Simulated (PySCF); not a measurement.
**CH₃AlF₂: fields and orbitals**

Aim: take CH₃AlF₂ and analyse its density (charges, bond critical points, surface potential), see where an electron leaves and enters and measure its response to a uniform field.

Method: levels as typed in each script, gas phase, geometry from GFN2-xTB; program: PySCF 2.14.0.

## Step 1: The starting structure

SMILES `C[Al](F)F`, 7 atoms, charge 0, spin multiplicity 1.

Bond lengths: C1–Al2 1.973 Å, C1–H5 1.089 Å, C1–H6 1.090 Å, C1–H7 1.090 Å, Al2–F3 1.650 Å, Al2–F4 1.650 Å. Angles: Al2–C1–H5 110.6°, Al2–C1–H6 111.2°, Al2–C1–H7 111.2°, H5–C1–H6 108.6°, H5–C1–H7 108.2°, H6–C1–H7 106.7°, C1–Al2–F3 123.3°, C1–Al2–F4 123.3°, F3–Al2–F4 113.4°.

Geometry (Å):

```xyz
7
charge 0, multiplicity 1
C     1.9069    0.0055    0.0004
Al   -0.0657    0.0002    0.0003
F    -0.9672   -1.3814   -0.0004
F    -0.9752    1.3768    0.0000
H     2.2883    1.0257   -0.0042
H     2.3026   -0.5105    0.8752
H     2.3030   -0.5102   -0.8742
```

## Step 2: Density, bond paths and surface potential (PBE0/def2-tzvp)

Contents of input.py:

```python
import numpy as np
from pyscf import gto, scf, dft
from pyscf.scf import atom_ks, atom_hf
from scipy.linalg import block_diag

def solve(mol, dm0=None, hcore=None):
    mf = (dft.UKS if mol.spin else dft.RKS)(mol, xc='pbe0')
    mf.grids.level = 3
    mf = mf.density_fit(auxbasis='def2-universal-jkfit')
    mf.conv_tol, mf.max_cycle = 1e-8, 80
    if hcore is not None:
        mf.get_hcore = lambda *args: hcore
    mf.kernel(dm0)
    if not mf.converged:
        mf = mf.newton().run(mf.mo_coeff, mf.mo_occ, max_cycle=30)
    assert mf.converged, 'SCF not converged'
    return mf

mol = gto.M(atom='''
C      1.90693     0.00552     0.00042
Al    -0.06567     0.00022     0.00029
F     -0.96720    -1.38141    -0.00038
F     -0.97522     1.37685     0.00003
H      2.28825     1.02572    -0.00420
H      2.30261    -0.51046     0.87524
H      2.30298    -0.51020    -0.87418
''', basis='def2-tzvp', charge=0, spin=0, verbose=4)
mf = solve(mol)
mf.analyze()
# spherically averaged free atoms, for the promolecule
atm = atom_ks.get_atm_nrks(mol, xc='pbe0')
pro = block_diag(*[(atm[a[0]][2] * atm[a[0]][3]) @ atm[a[0]][2].T for a in mol._atom])
np.savez('result.npz', e=mf.e_tot, c=mf.mo_coeff, occ=mf.mo_occ, eps=mf.mo_energy, pro=pro, dip=mf.dip_moment(verbose=0), s2=mf.spin_square()[0])
```

Launch:

```bash
$ OMP_NUM_THREADS=1 python input.py
```

## Step 4: Removing and adding an electron (PBE0/def2-tzvp)

input.py, as its differences from that of step 2:

```diff
@@ -28,3 +28,12 @@
 mf = solve(mol)
-mf.analyze()
+out = dict(e0=mf.e_tot, dm0=mf.make_rdm1(), c=mf.mo_coeff, occ=mf.mo_occ, eps=mf.mo_energy)
+for name, dq, spin in [('cation', 1, 1)]:
+    ion = mol.copy().set(charge=mol.charge + dq, spin=spin).build()
+    mi = solve(ion)
+    if spin and dq > 0 and mol.nao < 130:
+        c, _, stable, _ = mi.stability(return_status=True)
+        if not stable:
+            mi = solve(ion, mi.make_rdm1(c, mi.mo_occ))
+    print(name, 'vertical energy change / eV', (mi.e_tot - mf.e_tot) * 27.211386)
+    out.update({'e_' + name: mi.e_tot, 'dm_' + name: mi.make_rdm1(), 's2_' + name: mi.spin_square()[0], 'eps_' + name: mi.mo_energy, 'occ_' + name: mi.mo_occ})
 # spherically averaged free atoms, for the promolecule
@@ -32,2 +41,2 @@
 pro = block_diag(*[(atm[a[0]][2] * atm[a[0]][3]) @ atm[a[0]][2].T for a in mol._atom])
-np.savez('result.npz', e=mf.e_tot, c=mf.mo_coeff, occ=mf.mo_occ, eps=mf.mo_energy, pro=pro, dip=mf.dip_moment(verbose=0), s2=mf.spin_square()[0])
+np.savez('result.npz', pro=pro, **out)
```

## Step 6: Response to an electric field (PBE0/def2-tzvp)

Contents of input.py:

```python
import numpy as np
from pyscf import gto, scf, dft
from pyscf.scf import atom_ks, atom_hf
from scipy.linalg import block_diag

def solve(mol, dm0=None, hcore=None):
    mf = (dft.UKS if mol.spin else dft.RKS)(mol, xc='pbe0')
    mf.grids.level = 3
    mf = mf.density_fit(auxbasis='def2-universal-jkfit')
    mf.conv_tol, mf.max_cycle = 1e-8, 80
    if hcore is not None:
        mf.get_hcore = lambda *args: hcore
    mf.kernel(dm0)
    if not mf.converged:
        mf = mf.newton().run(mf.mo_coeff, mf.mo_occ, max_cycle=30)
    assert mf.converged, 'SCF not converged'
    return mf

mol = gto.M(atom='''
C      1.90693     0.00552     0.00042
Al    -0.06567     0.00022     0.00029
F     -0.96720    -1.38141    -0.00038
F     -0.97522     1.37685     0.00003
H      2.28825     1.02572    -0.00420
H      2.30261    -0.51046     0.87524
H      2.30298    -0.51020    -0.87418
''', basis='def2-tzvp', charge=0, spin=0, verbose=4)
field = np.array([0.004, 0.0, 0.0])  # atomic units
mol.set_common_orig(mol.atom_charges() @ mol.atom_coords() / mol.atom_charges().sum())
mf = solve(mol)
out = dict(dm0=mf.make_rdm1(), d0=mf.dip_moment(unit='AU'), e0=mf.e_tot)
for name, sign in (('p', 1), ('m', -1)):
    h = mf.get_hcore() + sign * np.einsum('x,xij->ij', field, mol.intor('int1e_r'))
    mi = solve(mol, mf.make_rdm1(), h)
    out.update({'dm' + name: mi.make_rdm1(), 'd' + name: mi.dip_moment(unit='AU'), 'e' + name: mi.e_tot})
# spherically averaged free atoms, for the promolecule
atm = atom_ks.get_atm_nrks(mol, xc='pbe0')
pro = block_diag(*[(atm[a[0]][2] * atm[a[0]][3]) @ atm[a[0]][2].T for a in mol._atom])
np.savez('result.npz', pro=pro, **out)
```

(Steps that only read results are left out.)

Q: Predict the outcome of this session. Wanted: dipole moment; HOMO, LUMO; vertical ionisation energy; polarisability along the field.

As calculated:

```
                                       quantity            value
                 dipole moment (PBE0/def2-tzvp)           2.41 D
                    HOMO, LUMO (PBE0/def2-tzvp)  -9.29, -0.59 eV
    vertical ionisation energy (PBE0/def2-tzvp)         11.76 eV
polarisability along the field (PBE0/def2-tzvp)       39.0 bohr³
```

In words: At PBE0/def2-tzvp: The highest Hirshfeld charge is on Al2 (+0.72 e), the lowest on F4 (−0.30 e). The ionisation energy from two SCF runs, 11.76 eV, lies 2.5 eV above −ε(HOMO) = 9.29 eV of the same level, PBE0/def2-tzvp, since self-interaction lifts this functional's HOMO. The geometry was not optimised at these levels.
